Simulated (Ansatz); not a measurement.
A nudged elastic band was laid between two geometries of a periodic cell of 17 atoms, LiSi16 (host Si, host structure diamond, interstitial Li), cell charge +1.

Level of theory: DFT PBE-D3(BJ), scalar-relativistic, plane waves, PAW in Ansatz. Settings: PAW set soft_1, cutoff 420 eV, k mesh 2x2x2, gaussian smearing 0.05 eV, no spin polarisation.

- movable images: 3
- climbing image: yes
- spring: 0.1 eV/Å²
- optimiser: fire
- start path: default
- force threshold: 0.05 eV/Å
- iteration limit: 50
- end points: relaxed

Initial state:

```xyz
17
Lattice="0.0000 5.4300 5.4300 5.4300 0.0000 5.4300 5.4300 5.4300 0.0000" Properties=species:S:1:pos:R:3
Si 0.039 -0.039 -0.039
Si 1.387 1.309 1.310
Si 2.753 2.676 -0.018
Si 4.120 4.042 1.310
Si 2.753 -0.018 2.676
Si 4.120 1.309 4.043
Si 5.447 2.676 2.676
Si 6.801 4.058 4.059
Si 0.060 2.676 2.676
Si 1.387 4.042 4.043
Si 2.753 5.369 2.676
Si 4.136 6.724 4.058
Si 2.753 2.676 5.370
Si 4.136 4.058 6.724
Si 5.468 5.391 5.391
Si 6.801 6.724 6.724
Li 8.182 8.108 8.108
```

Final state:

```xyz
17
Lattice="0.0000 5.4300 5.4300 5.4300 0.0000 5.4300 5.4300 5.4300 0.0000" Properties=species:S:1:pos:R:3
Si -0.035 0.037 -0.059
Si 1.346 1.424 1.293
Si 2.672 2.760 -0.043
Si 4.008 4.086 1.293
Si 2.698 0.042 2.675
Si 4.028 1.403 4.044
Si 5.390 2.733 2.676
Si 6.769 4.093 4.055
Si -0.035 2.776 2.680
Si 1.333 4.098 4.049
Si 2.656 5.467 2.680
Si 4.008 6.854 4.061
Si 2.682 2.750 5.398
Si 4.029 4.103 6.744
Si 5.390 5.472 5.414
Si 6.759 6.833 6.744
Li 10.815 5.477 8.100
```

(1) What changes between the two ends?

(2) Give the energies along the band, and the barrier.

(3) What is the geometry of the highest image?

Answers

(1) Contacts lost: Si3–Li17, Si13–Li17, Si14–Li17, Si16–Li17. Contacts made: Si1–Li17, Si2–Li17, Si4–Li17, Si15–Li17. The atom that moves furthest is Li17, by 3.72 Å.

(2) It converged. The highest image is number 3 of 0 to 4, 0.58 eV above the ends, which have the same energy within 2 meV. The profile has 2 maxima (images 1, 3) with wells between them (image 2): this band takes more than one step, which may be the mechanism or a detour left from its start path. The order of the stationary point at the top wasn't checked. Limits of this set-up: coarse k mesh, charged cell in a uniform background, uncorrected.

| image | path coordinate (Å) | energy (eV) | Si3–Li17 (Å) | Si13–Li17 (Å) | Si14–Li17 (Å) |
| --- | --- | --- | --- | --- | --- |
| 0 | 0.00 | 0.00 | 2.73 | 2.74 | 2.39 |
| 1 | 1.07 | 0.56 | 3.39 | 2.37 | 2.33 |
| 2 | 2.39 | 0.00 | 4.47 | 2.39 | 2.72 |
| 3 | 3.58 | 0.58 | 4.47 | 3.36 | 3.50 |
| 4 | 4.79 | 0.00 | 4.70 | 4.68 | 4.49 |

(3) 
```xyz
17
Lattice="0.0000 5.4300 5.4300 5.4300 0.0000 5.4300 5.4300 5.4300 0.0000" Properties=species:S:1:pos:R:3
Si 0.028 -0.027 -0.057
Si 1.400 1.435 1.314
Si 2.590 2.841 -0.090
Si 3.996 4.031 1.314
Si 2.710 0.044 2.675
Si 4.086 1.345 4.053
Si 5.387 2.721 2.675
Si 6.686 4.175 3.975
Si 0.033 2.804 2.782
Si 1.435 3.996 4.189
Si 2.627 5.398 2.782
Si 3.997 6.864 4.150
Si 2.790 2.641 5.513
Si 4.092 4.095 6.812
Si 5.386 5.474 5.432
Si 6.766 6.769 6.812
Li 10.147 6.144 7.470
```

The run took 9.5 min on 1 thread of Arm Neoverse V2, with other jobs on the host, peak memory 0.73 GiB.
